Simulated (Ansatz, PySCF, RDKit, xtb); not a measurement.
**C2H5F3SeSi: which of the isomers drawn lies lowest?**

A sample of isomers of C2H5F3SeSi is drawn. Aim: find which of them has the lowest free energy at 298.15 K, then its properties. The sample is small against all isomers, and the most stable one of this formula need not be in it.

The funnel: GFN2-xTB relaxations, single points with a density functional, relaxations at r2SCAN-D4/def2-SVP, harmonic vibrations (at GFN2-xTB), and a last energy at a higher level. All values are calculated.

**1. Possible bonding patterns**

Isomers were taken from a list of plausible structures; this is a sample, not all of them. That gives 4 candidates.

| label | SMILES | spin |
| --- | --- | --- |
| c156 | C[Si@H]([SeH])C(F)(F)F | singlet |
| c162 | FC(F)(F)C[Se][SiH3] | singlet |
| c186 | FC(F)(F)[SiH2]C[SeH] | singlet |
| c917 | F[SiH2][Se]CC(F)F | singlet |

Candidates are built by distance geometry, with a force field where one applies, in up to four conformers (letters a to d).

Q: Predict the outcome of this search (final energies at CCSD(T)/def2-SVP + MP2/def2-TZVPP - MP2/def2-SVP).

| quantity | value |
| --- | --- |
| lowest structure found | F[SiH2][Se]CC(F)F, singlet |
| next finalist | FC(F)(F)C[Se][SiH3], singlet, 34.9 kcal/mol higher in G |
| share at equilibrium, among the finalists | 100.0 % |
| dipole moment (PBE0/def2-SVPD) | 1.88 D |
| HOMO energy (PBE0/def2-SVPD) | -7.29 eV |
| LUMO energy (PBE0/def2-SVPD) | -0.91 eV |
| HOMO–LUMO gap (PBE0/def2-SVPD) | 6.38 eV |
| lowest excitation (TD-PBE0/def2-SVPD) | 4.90 eV (f = 0.002) |
| strongest of the states computed, same level | 6.37 eV (f = 0.029) |
| lowest triplet excitation, same level, Tamm-Dancoff | 4.44 eV |
| vertical ionisation energy | 9.36 eV |
| vertical electron affinity | -0.53 eV (unbound: the value depends on the basis) |
| vertical triplet less singlet | +4.52 eV |

`F[SiH2][Se]CC(F)F` comes out lowest. Among the finalists first place is clear (34.9 kcal/mol); structures outside the list aren't covered. GFN2-xTB, HF/STO-3G, r2SCAN-D4/def2-SVP, r2SCAN-D4/def2-SVP, relaxed, HF/def2-SVP and MP2/def2-SVP already put its bonding pattern lowest among the structures in one piece. 2 minima inside the window were never screened. The search is not exhaustive (a finite list of starts, one conformer a finalist), so a lower isomer can't be ruled out. Only 4 drawn patterns were tried, so whole families of isomers are missing, and the result ranks this sample alone.
